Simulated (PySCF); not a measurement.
Set up this calculation in PySCF 2.14.0, as a Python script.

```
Task                                       : atomic charges
Functional                                 : r2SCAN50
Dispersion                                 : D3(BJ)
Potentials or basis                        : def2-svp (all-electron)
k mesh                                     : 1 × 1 × 1
Occupations                                : fixed
Spin                                       : no spin polarisation
Exponents discarded below (exp_to_discard) : 0 1/bohr^2
Three-body dispersion term                 : no
conv_tol                                   : 1e-07 Ha
max_cycle                                  : 60
exxdiv                                     : ewald
Relativity                                 : none
Coulomb method                             : Gaussian density fitting (GDF)
Grid for exchange and correlation          : Becke, atom-centred
Three-centre integrals                     : read from an earlier run's file
```

FSi2OH3, in a box:

```
CELL_PARAMETERS angstrom
12.00000 0.00000 0.00000
0.00000 13.00000 0.00000
0.00000 0.00000 13.00000
ATOMIC_POSITIONS crystal
F 0.52368 0.38560 0.62548
Si 0.43379 0.36066 0.53385
O 0.43056 0.46892 0.47515
Si 0.46965 0.58584 0.46591
H 0.41033 0.64069 0.37916
H 0.43648 0.64446 0.56537
H 0.58864 0.59546 0.45388
```

The cell isn't the ideal one: atoms moved at random, drawn with an rms of 0.05 Å.

The input as run:

run.py

```python
import json
import numpy as np
from pyscf.pbc import gto, scf, dft, df

cell = gto.Cell()
cell.a = '''
 12.0000000000    0.0000000000    0.0000000000
  0.0000000000   13.0000000000    0.0000000000
  0.0000000000    0.0000000000   13.0000000000'''
cell.atom = '''
F    6.2841960000    5.0127740000    8.1312660000
Si   5.2054920000    4.6885410000    6.9400630000
O    5.1667560000    6.0960120000    6.1769110000
Si   5.6357520000    7.6159850000    6.0568300000
H    4.9239720000    8.3289830000    4.9290540000
H    5.2377120000    8.3780450000    7.3498620000
H    7.0636440000    7.7409280000    5.9004660000'''
cell.unit = 'A'
cell.basis = 'def2-svp'
cell.exp_to_discard = 0
cell.precision = 1e-08
cell.max_memory = 2520  # MB
cell.verbose = 4
cell.build()

res = {}
from pyscf.dispersion import dftd3
d = dftd3.DFTD3Dispersion(cell, xc='r2scan50', version='d3bj', atm=False).get_dispersion(grad=True)
print('dispersion energy = %.10f' % d['energy'])
res['e_disp'] = float(d['energy'])

kpts = cell.make_kpts([1, 1, 1])
mf = dft.KRKS(cell, kpts, xc='HYB_MGGA_XC_R2SCAN50', exxdiv='ewald')
mf = mf.density_fit()
mf.with_df._cderi = 'cderi.h5'  # three-centre integrals saved by an earlier run on this cell, basis and mesh
mf.conv_tol = 1e-07
mf.max_cycle = 60

mf.kernel()
res.update(converged=bool(mf.converged), e_tot=mf.e_tot, nelec=cell.nelectron, nao=cell.nao, mesh=list(map(int, cell.mesh)), a=cell.lattice_vectors().tolist(), coords=cell.atom_coords().tolist(),
           mo_energy=[np.real(x).tolist() for x in mf.mo_energy], mo_occ=[np.real(x).tolist() for x in mf.mo_occ])
res.update(kpts=cell.get_scaled_kpts(kpts).tolist())
res['parts'] = {k: float(np.real(v)) for k, v in mf.scf_summary.items() if np.isscalar(v)}
json.dump(res, open('results.json', 'w'))
if not mf.converged:
    raise SystemExit('SCF not converged')

print('levels (eV)')
for i, kp in enumerate(res['kpts'][:40]):
    print('k %7.4f %7.4f %7.4f  ' % tuple(kp), ' '.join('%.3f' % (x * 27.211386) for x in res['mo_energy'][i][:29]))

# Mulliken populations
dm, s = np.asarray(mf.make_rdm1()), np.asarray(mf.get_ovlp())
sites = cell.aoslice_by_atom()[:, 2:]
tot = np.einsum('kij,kji->i', dm, s).real / len(kpts)
res['mulliken'] = [cell.atom_charge(i) - tot[a0:a1].sum() for i, (a0, a1) in enumerate(sites)]
print('Mulliken charges', np.round(res['mulliken'], 5))
res['meta_lowdin'] = mf.mulliken_meta()[1].tolist()
res['done'] = True
json.dump(res, open('results.json', 'w'))
```

Potentials or basis: def2-svp (all-electron).

Launch:

```console
$ OMP_NUM_THREADS=2 python -u run.py > log
```

It gave:

* Gap between the frontier levels: 8.19 eV
* Meta-löwdin charges: F -0.50; Si +0.90, +0.81; O -0.82; H -0.12, -0.13 e
* Dispersion energy per atom: -0.008 eV

Caveat: this is a molecule in a periodic box at the Γ point, so its band gap is the HOMO-LUMO gap; the energy listed adds the dispersion energy to the SCF energy of the log; population charges move with the basis; the basis of atomic orbitals isn't converged, which shifts pressures, moduli and gaps.

Run time: 16 s on 2 threads of Intel(R) Xeon(R) Processor @ 2.70GHz (shared host), peak memory 1.9 GiB.
